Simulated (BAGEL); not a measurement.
# HF/6-31G(d) (density fitting with qzvpp-jkfit, spherical functions) run of CH3F3Si (SMILES F[SiH2]C(F)F)

What is the vertical singlet–triplet gap of CH3F3Si at HF/6-31G* (density fitting with qzvpp-jkfit, spherical functions)? 

The results are computed with BAGEL 1.2.2.

1 further run of the same task is left out (set aside as unsound or not needed).

### 1 The molecule

CH3F3Si: 8 atoms, total charge 0, spin state singlet. As SMILES, `F[SiH2]C(F)F`. The shape is that of a GFN2-xTB optimisation. This is one conformer, not always the lowest.

Bond lengths: F1–Si2 1.607 Å, Si2–C3 1.937 Å, C3–F4 1.363 Å, C3–F5 1.363 Å, Si2–H6 1.450 Å, Si2–H7 1.449 Å, C3–H8 1.101 Å. Some angles: F1–Si2–C3 103.5°, Si2–C3–F4 111.3°, Si2–C3–F5 111.0°, F4–C3–F5 105.8°, F1–Si2–H6 106.7°, F1–Si2–H7 107.2°, C3–Si2–H6 108.9°, C3–Si2–H7 109.8°, Si2–C3–H8 114.8°, F4–C3–H8 106.7°.

### 2 The energy at HF/6-31G(d) (density fitting with qzvpp-jkfit, spherical functions)

The input, input.json:

```json
{ "bagel" : [

{
  "title" : "molecule",
  "basis" : "6-31gs.json",
  "df_basis" : "qzvpp-jkfit",
  "angstrom" : true,
  "geometry" : [
    { "atom" : "F", "xyz" : [      -1.462770,       0.847720,       1.164450 ] },
    { "atom" : "Si", "xyz" : [      -0.037300,       0.131090,       0.973010 ] },
    { "atom" : "C", "xyz" : [       0.062000,      -0.173540,      -0.937110 ] },
    { "atom" : "F", "xyz" : [       0.745100,      -1.318570,      -1.219960 ] },
    { "atom" : "F", "xyz" : [       0.745820,       0.829330,      -1.556980 ] },
    { "atom" : "H", "xyz" : [      -0.119250,      -1.148950,       1.648850 ] },
    { "atom" : "H", "xyz" : [       0.978190,       1.084710,       1.371880 ] },
    { "atom" : "H", "xyz" : [      -0.911790,      -0.251790,      -1.444130 ] }
  ]
},

{ "title" : "hf" },

{ "title" : "print", "file" : "orbitals.molden", "orbitals" : true }

]}
```

The basis set 6-31G* is read from a file made from the Basis Set Exchange's data (not shown).

On the command line:

```
BAGEL_NUM_THREADS=1 BAGEL input.json > input.out
```

The program printed:

```text
* using 1 threads per process

  ===============================================================
  ===============================================================

  *** Geometry ***

  { "atom" : "F", "xyz" : [     -2.764235,      1.601959,      2.200492 ] },
  { "atom" : "Si", "xyz" : [     -0.070487,      0.247724,      1.838722 ] },
  { "atom" : "C", "xyz" : [      0.117163,     -0.327943,     -1.770881 ] },
  { "atom" : "F", "xyz" : [      1.408035,     -2.491736,     -2.305390 ] },
  { "atom" : "F", "xyz" : [      1.409396,      1.567207,     -2.942266 ] },
  { "atom" : "H", "xyz" : [     -0.225350,     -2.171201,      3.115875 ] },
  { "atom" : "H", "xyz" : [      1.848511,      2.049805,      2.592477 ] },
  { "atom" : "H", "xyz" : [     -1.723033,     -0.475814,     -2.729010 ] },

  Number of auxiliary basis functions:      488

  Since a DF basis is specified, we compute 2- and 3-index integrals:
    o Being stored without compression. Storage requirement is 0.025 GB

  Number of basis functions:       80
  Number of electrons      :       50

    * METHOD: MOLECULE                             0.24

  *** RHF ***

  === Nuclear Repulsion ===
   243.0605900781

      * DIIS with orbital gradients will be used.

  === RHF iteration (6-31gs.json) ===
      0       -626.60729190          0.02343150           0.07
      1       -626.78177943          0.01522439           0.06
      2       -626.87888977          0.00134667           0.06
      3       -626.88033379          0.00024998           0.06
      4       -626.88038139          0.00008387           0.06
      5       -626.88038865          0.00002900           0.06
      6       -626.88038933          0.00001197           0.07
      7       -626.88038944          0.00000227           0.06
      8       -626.88038945          0.00000079           0.06
      9       -626.88038945          0.00000031           0.06
     10       -626.88038945          0.00000007           0.07
     11       -626.88038945          0.00000003           0.06
     12       -626.88038945          0.00000001           0.06
     13       -626.88038945          0.00000000           0.06
    * SCF iteration converged.

    * Permanent dipole moment:
           (    0.059972,     0.207122,    -0.561874) a.u.

    * METHOD: HF                                   1.06

    * METHOD: PRINT                                0.02

  ===============================================================
```

It took 1.4 s on 1 thread of Arm Neoverse V1, shared host; peak memory 0.11 GiB.

### 3 The triplet at the same level

The input, input.json:

```json
{ "bagel": [

{
  "title": "molecule",
  "basis": "6-31gs.json",
  "df_basis": "qzvpp-jkfit",
  "angstrom": true,
  "geometry": [
    { "atom": "F", "xyz": [      -1.462770,       0.847720,       1.164450 ] },
    { "atom": "Si", "xyz": [      -0.037300,       0.131090,       0.973010 ] },
    { "atom": "C", "xyz": [       0.062000,      -0.173540,      -0.937110 ] },
    { "atom": "F", "xyz": [       0.745100,      -1.318570,      -1.219960 ] },
    { "atom": "F", "xyz": [       0.745820,       0.829330,      -1.556980 ] },
    { "atom": "H", "xyz": [      -0.119250,      -1.148950,       1.648850 ] },
    { "atom": "H", "xyz": [       0.978190,       1.084710,       1.371880 ] },
    { "atom": "H", "xyz": [      -0.911790,      -0.251790,      -1.444130 ] }
  ]
},

{ "title": "uhf", "nopen": 2 },

{ "title": "print", "file": "orbitals.molden", "orbitals": true }

]}
```

The basis set 6-31G* is read from a file made from the Basis Set Exchange's data (not shown).

On the command line:

```
BAGEL_NUM_THREADS=1 BAGEL input.json > input.out
```

The program printed:

```text
* using 1 threads per process

  ===============================================================
  ===============================================================

  *** Geometry ***

  { "atom" : "F", "xyz" : [     -2.764235,      1.601959,      2.200492 ] },
  { "atom" : "Si", "xyz" : [     -0.070487,      0.247724,      1.838722 ] },
  { "atom" : "C", "xyz" : [      0.117163,     -0.327943,     -1.770881 ] },
  { "atom" : "F", "xyz" : [      1.408035,     -2.491736,     -2.305390 ] },
  { "atom" : "F", "xyz" : [      1.409396,      1.567207,     -2.942266 ] },
  { "atom" : "H", "xyz" : [     -0.225350,     -2.171201,      3.115875 ] },
  { "atom" : "H", "xyz" : [      1.848511,      2.049805,      2.592477 ] },
  { "atom" : "H", "xyz" : [     -1.723033,     -0.475814,     -2.729010 ] },

  Number of auxiliary basis functions:      488

  Since a DF basis is specified, we compute 2- and 3-index integrals:
    o Being stored without compression. Storage requirement is 0.025 GB

  Number of basis functions:       80
  Number of electrons      :       50

    * METHOD: MOLECULE                             0.24

  *** Open-shell HF ***

  === Nuclear Repulsion ===
   243.0605900781

      * DIIS with orbital gradients will be used.

  === UHF iteration (6-31gs.json) ===
      0       -626.24942390          0.04975069           0.13
      1       -626.42660726          0.03837812           0.12
      2       -626.51517249          0.02600853           0.13
      3       -626.59052878          0.00172377           0.13
      4       -626.59354659          0.00087134           0.13
      5       -626.59457616          0.00052960           0.13
      6       -626.59521593          0.00025988           0.13
      7       -626.59543502          0.00014778           0.13
      8       -626.59552161          0.00009151           0.12
      9       -626.59556262          0.00004587           0.13
     10       -626.59557247          0.00002513           0.13
     11       -626.59557450          0.00001552           0.12
     12       -626.59557509          0.00000905           0.13
     13       -626.59557533          0.00000486           0.13
     14       -626.59557540          0.00000253           0.12
     15       -626.59557542          0.00000168           0.12
     16       -626.59557543          0.00000109           0.12
     17       -626.59557543          0.00000071           0.13
     18       -626.59557544          0.00000048           0.12
     19       -626.59557544          0.00000031           0.13
     20       -626.59557544          0.00000018           0.13
     21       -626.59557544          0.00000008           0.13
     22       -626.59557544          0.00000005           0.13
     23       -626.59557544          0.00000004           0.13
     24       -626.59557544          0.00000002           0.13
     25       -626.59557544          0.00000001           0.13
     26       -626.59557544          0.00000001           0.13
    * SCF iteration converged.

    * S^2 (UHF) is 2.0090

    * Permanent dipole moment:
           (    0.347064,     0.221002,     0.842011) a.u.

    * METHOD: UHF                                  3.61

    * METHOD: PRINT                                0.02

  ===============================================================
```

Run time: 4.2 s. Hardware: 1 thread of Arm Neoverse V1, shared host; peak memory 0.11 GiB.

### 4 Outcome

Level: HF/6-31G* (density fitting with qzvpp-jkfit, spherical functions).

```
                                        quantity          value
                           singlet: total energy  -626.88039 Eh
                          singlet: dipole moment         1.53 D
                            singlet: HOMO energy      -12.55 eV
                            singlet: LUMO energy        3.23 eV
                          singlet: HOMO–LUMO gap       15.78 eV
                           triplet: total energy  -626.59558 Eh
                          triplet: dipole moment         2.38 D
                                   triplet: ⟨S²⟩          2.009
vertical energy of the triplet above the singlet       7.750 eV
```

In words: At this shape the triplet lies 7.75 eV (748 kJ/mol) above the singlet.
